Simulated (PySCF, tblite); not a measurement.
# BGeH₆P+ (doublet): geometry, infrared bands and EPR parameters

Wanted: the infrared bands and EPR parameters of BGeH₆P+ (doublet) (`B[PH+][GeH3]`), by calculation.

Computed with tblite 0.8.0 and PySCF 2.14.0, with density-fitted response routines of our own, on a single molecule in the gas phase. Atoms count from 0, in the outputs and in this text.

## 1. Starting geometry

9 atoms, charge 1, multiplicity 2; geometry from: force field or distance geometry start.

Bonds of the start (Å): B0–P1 1.86, P1–Ge2 2.20, B0–H3 1.19, B0–H4 1.19, P1–H5 1.42, Ge2–H6 1.55, Ge2–H7 1.57, Ge2–H8 1.56.

## 2. Optimising the geometry with GFN2-xTB

What the job is given:

```
{"job": {"kind": "relax", "xc": "GFN2-xTB", "basis": "xTB"}, "charge": 1, "multiplicity": 2}
B     -1.991700    -0.184000    -0.131200
P     -0.379400    -0.373600     0.770900
Ge     1.498400     0.291200    -0.165000
H     -2.430500    -1.109100    -0.739900
H     -2.230800     0.872000    -0.628500
H     -0.390600    -0.901900     2.090500
H      2.489400    -0.857400    -0.490400
H      2.234900     1.278500     0.803400
H      1.213900     0.990400    -1.535000
```

On the command line:

```
$ OMP_NUM_THREADS=1 python probes_run.py task.json out
```

This one command runs all jobs of the session in turn.

**Question.** This job is followed by: GFN2-xTB harmonic vibrations, gas phase; UKS B3LYP, def2-TZVP-core on Ge, pcH-1 on B H P, non-relativistic, mean-field spin-orbit, GIAO. Predict these results of the whole session: strongest single infrared mode (GFN2-xTB); zero-point energy (GFN2-xTB); g(iso) (B3LYP); ⟨S²⟩; largest a(iso) (averaged by class).

The runs gave:

| quantity | value |
| --- | --- |
| strongest single infrared mode (GFN2-xTB) | 2095 cm⁻¹, 201 km/mol |
| zero-point energy (GFN2-xTB) | 31.1 kcal/mol |
| g(iso) (B3LYP) | 2.00869 |
| ⟨S²⟩ | 0.754 (exact 0.75) |
| largest a(iso) (averaged by class) | 31P on P1, 263.3 MHz |

**Reading.** The optimisation took 69 steps and gained 0.587 eV; among the close pairs (by a distance rule), P1–Ge2 changed most, from 2.201 to 2.338 Å. No mode is imaginary among the 21: a minimum at this level. The strongest single mode, at 2095 cm⁻¹, moves mainly H8. GFN2-xTB is a fitted tight-binding method: band positions and strengths are rough. Its intensities can rank the bands wrongly. P1 carries the largest spin population, 0.96 e. The isotropic g lies 6.4 ppt above the free-electron value. The hyperfine terms hold no scalar relativity, which the heavier nuclei need. These values are for one conformer; the search (at its own cheap level) found 1 more, at 0.14 kcal/mol, and measured spectra average over such forms.
